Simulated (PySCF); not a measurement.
# SbS: bond curves at several levels of theory

The task here is to estimate one member of a computed series from the others.

Method: Sb def2-SVPD with ECP28, S def2-SVPD, scalar-relativistic core potentials; program: PySCF 2.14.0.

The first run:

Settings of the job:

- atoms: Sb, S
- charge: 0
- basis: Sb def2-SVPD with ECP28, S def2-SVPD
- Hamiltonian: scalar-relativistic core potentials
- basis functions: 59
- electrons treated: 39
- masses in u: 120.9038, 31.9721
- levels: PBE0, PBE, r²SCAN, MN15, M06, revPBE, CAM-B3LYP, HF, MP2, SCS-MP2
- grid: 80 radial by 434 angular points
- occupations: held fixed by the projection of orbital angular momentum
- dissociation limit: Sb + S, each in its ground configuration
- starting distance in angstrom: 2.350
- values of 2S to try: 1, 3, 5

Run with:

```console
> OMP_NUM_THREADS=1 python dia.py task.json out
```

Steps of the session up to this table: The job; First curve: PBE0; Higher solutions at PBE0; PBE (GGA); r²SCAN; MN15; M06; revPBE (GGA); CAM-B3LYP; UHF.

One of the session's tables, all rows but one given; the rest of the session is left out.

It belongs to the step «Constants by level of theory». 

```
    level  Re (Å)  ωe (cm⁻¹)  De (eV)  μ (D)
      PBE   2.264        465     3.82  -2.38
   revPBE   2.270        460     3.55  -2.46
   r²SCAN   2.244        486     3.45  -2.45
     PBE0       ?          ?        ?      ?
      M06   2.246        487     4.00  -2.80
     MN15   2.223        504     3.34  -2.71
CAM-B3LYP   2.224        512     3.23  -2.66
```

Q: Estimate the row for PBE0 from the others.

As computed: Re (Å): 2.233; ωe (cm⁻¹): 498; De (eV): 3.36; μ (D): -2.57. In the column «Re (Å)» it lies between CAM-B3LYP (2.224) and r²SCAN (2.244).

De is counted to Sb + S in their ground configurations.
